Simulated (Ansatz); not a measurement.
# HfScO2: relaxing the atoms in a fixed cell

The start is HfScO2, a structure type of another compound, with these elements put in. Where does it settle when we relax the atoms in a fixed cell, and what is it like there?

All numbers below are computed with Ansatz 0.2.0 (DFT, r2SCAN, no spin polarisation, plane waves, PAW).

### 1 The structure

It takes space group P6_3/mmc (No. 194, hexagonal). The conventional cell has a = 3.357 Å, b = 3.357 Å, c = 11.898 Å, α = 90.00°, β = 90.00°, γ = 120.00°. Hf (site symmetry -6m2) is surrounded by 2 O at 1.91 Å. Sc (site symmetry -3m) is surrounded by 6 O at 2.21 Å. Around O (site symmetry 3m) lie 1 Hf at 1.91 Å and 3 Sc at 2.21 Å.

Coordinates:

```
CELL_PARAMETERS angstrom
1.67867 2.90755 0.00000
-1.67867 2.90755 0.00000
0.00000 0.00000 11.89813
ATOMIC_POSITIONS crystal
Hf 0.33330 0.33340 0.25000
Hf 0.66660 0.66670 0.75000
Sc 0.00000 0.00000 0.00000
Sc 0.00000 0.00000 0.50000
O 0.33330 0.33340 0.08953
O 0.66660 0.66670 0.58953
O 0.33330 0.33340 0.41047
O 0.66670 0.66670 0.91047
```

The first density is read from a saved solution for the starting cell.

### 2 The walk to rest

The input, input.yaml:

```yaml
crystal:
  lattice:
    - [1.678675, 2.907548, 0.0]
    - [-1.678675, 2.907548, 0.0]
    - [0.0, 0.0, 11.898135]
  atoms:
    - { symbol: Hf, position: [0.3333, 0.3334, 0.25] }
    - { symbol: Hf, position: [0.6666, 0.6667, 0.75] }
    - { symbol: Sc, position: [0.0, 0.0, 0.0] }
    - { symbol: Sc, position: [0.0, 0.0, 0.5] }
    - { symbol: O, position: [0.3333, 0.3334, 0.08953] }
    - { symbol: O, position: [0.6666, 0.6667, 0.58953] }
    - { symbol: O, position: [0.3333, 0.3334, 0.41047] }
    - { symbol: O, position: [0.6667, 0.6667, 0.91047] }
  symmetry: { tolerance: 0.0003 }
kpoints:
  mp_grid: { grid: [11, 11, 3], shift: [0, 0, 0] }
magnetization:
  spin_polarized: false
scf:
  occupations: { method: fermi_dirac }
  lower_state_search: "off"
hamiltonian:
  pseudopotentials: { kind: paw }
  xc: r2scan
basis:
  ecutwfc: 500
  fft_grid_basis: typed
relax:
  max_steps: 40
  f_tol: 0.03
output:
  forces: true
  stress: true
  eigenvalues: true
  bader: true
  populations: true
  elf: true
  write_potential: true
  volumetric_format: npy
  dos:
    e_range: [-12, 8]
    de: 0.05
    projected: { site_lists: { Hf: [Hf], O: [O], Sc: [Sc] } }
  write_density: true
checkpoint:
  read: saved_state
```

On the command line:

```
> ansatz run input.yaml --threads 2 --pin off --max-ram 2560MiB --backend cpu --events-out ev --progress --plain --runs-dir out
```

**Question.** What will these runs give? Wanted: moves; energy gained; largest move; pressure left in the fixed cell; character; Bader charges.

As calculated:

| quantity | value |
| --- | --- |
| moves | 2 |
| energy gained | 125.3 meV/atom |
| largest move | 0.13 Å (O) |
| space group (0.01 Å), before / after | P6_3/mmc / P6_3/mmc |
| pressure left in the fixed cell | -0.6 GPa |
| character | metal |
| density of states, mean within 0.25 eV of the Fermi level | 5.1 per eV per cell |
| Bader charges | Hf +0.83, Sc +2.04, O -1.44 e |

What this shows: In the fixed cell the largest move of an atom is 0.13 Å; the energy fell by 125.3 meV per atom. With 24 symmetry operations imposed, the end may be a saddle point towards distortions that break them. It is a metal; within 0.25 eV of the Fermi level the density of states averages 5.1 per eV per cell, mostly Hf d (57 %) and Sc d (25 %). Sc loses most charge (+2.04 e on average) and O gains most (-1.44 e).

Limits of this run: the SCF threshold is loose for a stress.
